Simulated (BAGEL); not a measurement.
**AlPNH4OF (SMILES [NH2][Al]([F])[PH]O): HF/def2-SVP (density fitting with cc-pvqz-jkfit)**

What is the energy change on altering one bond length of AlPNH4OF at HF/def2-SVP (density fitting with cc-pvqz-jkfit)? 

Program for the calculation: BAGEL 1.2.2.

3 further runs of the same task are left out: 3 set aside as unsound or not needed.

## 1. Starting point

The species is AlPNH4OF (9 atoms), meant as a singlet with charge 0. As SMILES, `[NH2][Al]([F])[PH]O`. Geometry: relaxed at PBE0-D4/def2-TZVP. This is one conformer, not always the lowest.

Bond lengths: N1–Al2 1.755 Å, Al2–F3 1.652 Å, Al2–P4 2.334 Å, P4–O5 1.677 Å, N1–H6 1.007 Å, N1–H7 1.006 Å, P4–H8 1.430 Å, O5–H9 0.960 Å. Angles: N1–Al2–F3 119.8°, N1–Al2–P4 121.0°, F3–Al2–P4 119.0°, Al2–P4–O5 96.2°, Al2–N1–H6 122.5°, Al2–N1–H7 126.3°, Al2–P4–H8 92.8°, O5–P4–H8 100.3°, P4–O5–H9 109.0°, H6–N1–H7 111.1°.

## 2. The energy at HF/def2-SVP (density fitting with cc-pvqz-jkfit)

Contents of job.json:

```json
{ "bagel" : [

{
  "title" : "molecule",
  "basis" : "svp",
  "df_basis" : "cc-pvqz-jkfit",
  "angstrom" : true,
  "geometry" : [
    { "atom" : "N", "xyz" : [       1.489200,       1.004600,      -0.185800 ] },
    { "atom" : "Al", "xyz" : [       0.882400,      -0.572900,       0.285200 ] },
    { "atom" : "F", "xyz" : [       1.905300,      -1.677400,       0.966000 ] },
    { "atom" : "P", "xyz" : [      -1.322700,      -1.196100,      -0.158400 ] },
    { "atom" : "O", "xyz" : [      -1.889900,       0.351100,      -0.471500 ] },
    { "atom" : "H", "xyz" : [       0.893900,       1.722700,      -0.565900 ] },
    { "atom" : "H", "xyz" : [       2.431700,       1.338900,      -0.072400 ] },
    { "atom" : "H", "xyz" : [      -1.643200,      -1.310200,       1.230300 ] },
    { "atom" : "H", "xyz" : [      -2.658100,       0.293000,      -1.044600 ] }
  ]
},

{
  "title" : "hf"
},

{
  "title" : "print",
  "file" : "orbitals.molden",
  "orbitals" : true
}

]}
```

The run is started by

```
BAGEL_NUM_THREADS=1 BAGEL job.json > job.out
```

Output:

```text
* using 1 threads per process

  ===============================================================
  ===============================================================

  *** Geometry ***

  { "atom" : "N", "xyz" : [      2.814180,      1.898419,     -0.351111 ] },
  { "atom" : "Al", "xyz" : [      1.667494,     -1.082624,      0.538950 ] },
  { "atom" : "F", "xyz" : [      3.600495,     -3.169827,      1.825475 ] },
  { "atom" : "P", "xyz" : [     -2.499541,     -2.260301,     -0.299333 ] },
  { "atom" : "O", "xyz" : [     -3.571393,      0.663483,     -0.891006 ] },
  { "atom" : "H", "xyz" : [      1.689226,      3.255431,     -1.069396 ] },
  { "atom" : "H", "xyz" : [      4.595247,      2.530154,     -0.136816 ] },
  { "atom" : "H", "xyz" : [     -3.105198,     -2.475919,      2.324930 ] },
  { "atom" : "H", "xyz" : [     -5.023081,      0.553690,     -1.974008 ] },

  Number of auxiliary basis functions:      818

  Since a DF basis is specified, we compute 2- and 3-index integrals:
    o Being stored without compression. Storage requirement is 0.063 GB

  Number of basis functions:       98
  Number of electrons      :       56

    * METHOD: MOLECULE                             0.55

  *** RHF ***

  === Nuclear Repulsion ===
   276.1512580034

      * DIIS with orbital gradients will be used.

  === RHF iteration (svp) ===
      0       -813.09617832          0.02297590           0.15
      1       -813.34006796          0.01549999           0.14
      2       -813.49299719          0.00130872           0.14
      3       -813.49546583          0.00042512           0.14
      4       -813.49566613          0.00013980           0.14
      5       -813.49569658          0.00003687           0.14
      6       -813.49569997          0.00001236           0.14
      7       -813.49570035          0.00000304           0.14
      8       -813.49570037          0.00000139           0.15
      9       -813.49570037          0.00000047           0.15
     10       -813.49570037          0.00000017           0.15
     11       -813.49570037          0.00000008           0.14
     12       -813.49570037          0.00000002           0.14
     13       -813.49570037          0.00000001           0.14
    * SCF iteration converged.

    * Permanent dipole moment:
           (    0.346454,    -0.616306,     0.372355) a.u.

    * METHOD: HF                                   2.28

    * METHOD: PRINT                                0.01

  ===============================================================
```

Wall time 3 s (1 thread of Intel Xeon 6975P-C (Granite Rapids), shared host); peak memory 0.22 GiB.

## 3. The distorted shape

Contents of job.json:

```json
{ "bagel": [

{
  "title": "molecule",
  "basis": "svp",
  "df_basis": "cc-pvqz-jkfit",
  "angstrom": true,
  "geometry": [
    { "atom": "N", "xyz": [    1.585351,    1.038830,   -0.602416 ] },
    { "atom": "Al", "xyz": [    0.978551,   -0.538670,   -0.131416 ] },
    { "atom": "F", "xyz": [    2.001451,   -1.643170,    0.549384 ] },
    { "atom": "P", "xyz": [   -1.226549,   -1.161870,   -0.575016 ] },
    { "atom": "O", "xyz": [   -1.793749,    0.385330,   -0.888116 ] },
    { "atom": "H", "xyz": [    0.990051,    1.756930,   -0.982516 ] },
    { "atom": "H", "xyz": [    2.527851,    1.373130,   -0.489016 ] },
    { "atom": "H", "xyz": [   -1.643200,   -1.310200,    1.230300 ] },
    { "atom": "H", "xyz": [   -2.561949,    0.327230,   -1.461216 ] }
  ]
},
{ "title": "hf", "charge": 0 },
{ "title": "print", "file": "orbitals.molden", "orbitals": true }

]}
```

The run is started by

```
BAGEL_NUM_THREADS=1 BAGEL job.json > job.out
```

Output:

```text
* using 1 threads per process

  ===============================================================
  ===============================================================

  *** Geometry ***

  { "atom" : "N", "xyz" : [      2.995879,      1.963104,     -1.138401 ] },
  { "atom" : "Al", "xyz" : [      1.849193,     -1.017939,     -0.248340 ] },
  { "atom" : "F", "xyz" : [      3.782194,     -3.105141,      1.038185 ] },
  { "atom" : "P", "xyz" : [     -2.317842,     -2.195616,     -1.086623 ] },
  { "atom" : "O", "xyz" : [     -3.389694,      0.728168,     -1.678296 ] },
  { "atom" : "H", "xyz" : [      1.870925,      3.320117,     -1.856686 ] },
  { "atom" : "H", "xyz" : [      4.776946,      2.594840,     -0.924106 ] },
  { "atom" : "H", "xyz" : [     -3.105198,     -2.475919,      2.324930 ] },
  { "atom" : "H", "xyz" : [     -4.841382,      0.618375,     -2.761298 ] },

  Number of auxiliary basis functions:      818

  Since a DF basis is specified, we compute 2- and 3-index integrals:
    o Being stored without compression. Storage requirement is 0.063 GB

  Number of basis functions:       98
  Number of electrons      :       56

    * METHOD: MOLECULE                             0.57

  *** RHF ***

  === Nuclear Repulsion ===
   274.3181897778

      * DIIS with orbital gradients will be used.

  === RHF iteration (svp) ===
      0       -813.04261835          0.02313453           0.15
      1       -813.28937754          0.01588692           0.14
      2       -813.45100722          0.00138406           0.14
      3       -813.45393375          0.00051377           0.14
      4       -813.45423660          0.00015445           0.15
      5       -813.45428398          0.00004507           0.14
      6       -813.45429017          0.00001626           0.14
      7       -813.45429104          0.00000488           0.14
      8       -813.45429110          0.00000241           0.14
      9       -813.45429111          0.00000094           0.14
     10       -813.45429112          0.00000034           0.15
     11       -813.45429112          0.00000017           0.14
     12       -813.45429112          0.00000005           0.14
     13       -813.45429112          0.00000002           0.15
     14       -813.45429112          0.00000001           0.14
    * SCF iteration converged.

    * Permanent dipole moment:
           (    0.216289,    -0.686953,     0.708858) a.u.

    * METHOD: HF                                   2.44

    * METHOD: PRINT                                0.01

  ===============================================================
```

Wall time 3.3 s (1 thread of Intel Xeon 6975P-C (Granite Rapids), shared host); peak memory 0.22 GiB.

## 4. What came out

At HF/def2-SVP (density fitting with cc-pvqz-jkfit):

| quantity | value |
| --- | --- |
| first shape: total energy | -813.49570 Eh |
| first shape: dipole moment | 2.03 D |
| first shape: HOMO energy | -9.43 eV |
| first shape: LUMO energy | 2.79 eV |
| first shape: HOMO–LUMO gap | 12.23 eV |
| distorted shape: total energy | -813.45429 Eh |
| distorted shape: dipole moment | 2.57 D |
| distorted shape: HOMO energy | -9.63 eV |
| distorted shape: LUMO energy | 2.21 eV |
| distorted shape: HOMO–LUMO gap | 11.84 eV |
| energy change with the P4–H8 bond stretched from 1.430 to 1.859 Å | 1.127 eV |

With the P4–H8 bond stretched from 1.430 to 1.859 Å the energy rises by 1.13 eV (26 kcal/mol). The first shape isn't relaxed at this level, so the change isn't measured from a minimum.
